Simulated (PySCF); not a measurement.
# C6H13BO2: the cost of one run

Computed with PySCF 2.14.0, with density-fitted response routines of our own, on a single molecule in the gas phase. Atoms count from 0, in the outputs and in this text.

**1. The starting structure**

22 atoms, charge 0, multiplicity 1; geometry from: GFN2-xTB.

Bonds of the start (Å): C0–C1 1.53, C1–C2 1.53, C1–O3 1.43, O3–B4 1.35, B4–O5 1.36, O5–C6 1.43, C6–C7 1.53, C6–C8 1.53, C6–C1 1.57, C0–H9 1.09, C0–H10 1.09, C0–H11 1.09, C2–H12 1.09, C2–H13 1.09, C2–H14 1.09, B4–H15 1.16, C7–H16 1.09, C7–H17 1.09, C7–H18 1.09, C8–H19 1.09, C8–H20 1.09, C8–H21 1.09.

**2. Relaxing the molecule at PBE0-D3(BJ)/def2-SVP**

What the job is given:

```
{"job": {"xc": "PBE0", "basis": "def2-SVP", "d3": "d3bj", "grid": 1, "kind": "geom"}, "charge": 0, "multiplicity": 1}
C     -1.475520    -0.289850     1.474640
C     -0.792510    -0.197010     0.111520
C     -1.382840    -1.269940    -0.811640
O     -1.091380     1.069730    -0.481210
B      0.039180     1.575030    -1.024310
O      1.141680     0.832600    -0.755210
C      0.781720    -0.211170     0.153780
C      1.427690    -1.519270    -0.298800
C      1.353900     0.175210     1.523160
H     -2.552700    -0.271520     1.328240
H     -1.209110     0.549910     2.108140
H     -1.203580    -1.218740     1.968400
H     -2.452570    -1.095250    -0.902020
H     -1.220500    -2.265420    -0.409280
H     -0.946840    -1.198230    -1.804720
H      0.063250     2.549910    -1.656030
H      1.109580    -2.336680     0.342460
H      2.508030    -1.418130    -0.230050
H      1.177450    -1.747610    -1.329690
H      0.944980     1.127560     1.850650
H      1.145010    -0.589790     2.265020
H      2.431250     0.288830     1.426150
```

**Question.** How long does this first job take on 8 threads of Arm Neoverse V1, shared host?

About 1.9 min.
